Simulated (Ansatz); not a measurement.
# GaH4NS2: small, medium and large basis sets

One table from this session's results is given with a row withheld; the runs are named, their logs left out.

Method: one geometry, several basis sets; program: Ansatz 0.2.0, Gaussian basis.

Plan: PBE0-D4/def2-SVP; ωB97M-V/def2-SVP; PBE0-D4/def2-QZVPP; ωB97M-V/def2-QZVPP; the functionals' def2-TZVPP values are taken from earlier runs.

## The geometry

An earlier PBE0-D4 in a triple-zeta def2 set relaxation fixed the geometry.

SMILES `[NH2][Ga]([SH])[SH]`, 8 atoms, charge 0, spin multiplicity 1.

Atoms are counted from 1 here; the program's logs count them from 0.

Bond lengths: N1–Ga2 1.807 Å, N1–H5 1.005 Å, N1–H6 1.005 Å, Ga2–S3 2.200 Å, Ga2–S4 2.200 Å, S3–H7 1.342 Å, S4–H8 1.342 Å. Angles: Ga2–N1–H5 122.8°, Ga2–N1–H6 122.8°, H5–N1–H6 112.3°, N1–Ga2–S3 118.3°, N1–Ga2–S4 118.3°, S3–Ga2–S4 123.4°, Ga2–S3–H7 94.2°, Ga2–S4–H8 94.2°.

Set-up of the first run:

The input, in.yaml:

```yaml
crystal:
  periodic: [false, false, false]
  atoms:
    - {symbol: N, position_ang: [-0.636504, 1.601437, -0.588759]}
    - {symbol: Ga, position_ang: [-0.007407, 0.014957, 0.005043]}
    - {symbol: S, position_ang: [2.100139, -0.105318, 0.625954]}
    - {symbol: S, position_ang: [-1.404267, -1.680616, 0.129846]}
    - {symbol: H, position_ang: [-0.038447, 2.385274, -0.784639]}
    - {symbol: H, position_ang: [-1.548216, 1.706249, -0.998950]}
    - {symbol: H, position_ang: [2.022319, -1.396187, 0.984901]}
    - {symbol: H, position_ang: [-0.487607, -2.525795, 0.626604]}
basis:
  gaussian: {orbitals: def2-SVP}
hamiltonian: {xc: pbe0, dispersion: d4}
output: {orbitals: {seedname: orbitals}}
```

Steps of the session up to this table: PBE0-D4 in def2-SVP; ωB97M-V in def2-SVP; PBE0-D4 in def2-QZVPP; ωB97M-V in def2-QZVPP.

One of the session's tables, all rows but one given; the rest of the session is left out.

It belongs to the step «Density functionals: the series». 

```
functional       basis  HOMO (eV)
   PBE0-D4    def2-SVP          ?
   PBE0-D4  def2-TZVPP      -7.35
   PBE0-D4  def2-QZVPP      -7.41
   ωB97M-V    def2-SVP      -9.39
   ωB97M-V  def2-TZVPP      -9.65
   ωB97M-V  def2-QZVPP      -9.70
```

**Question.** Estimate the row for PBE0-D4, def2-SVP.

As computed: HOMO (eV): -7.12. In the column «HOMO (eV)» it is the highest.
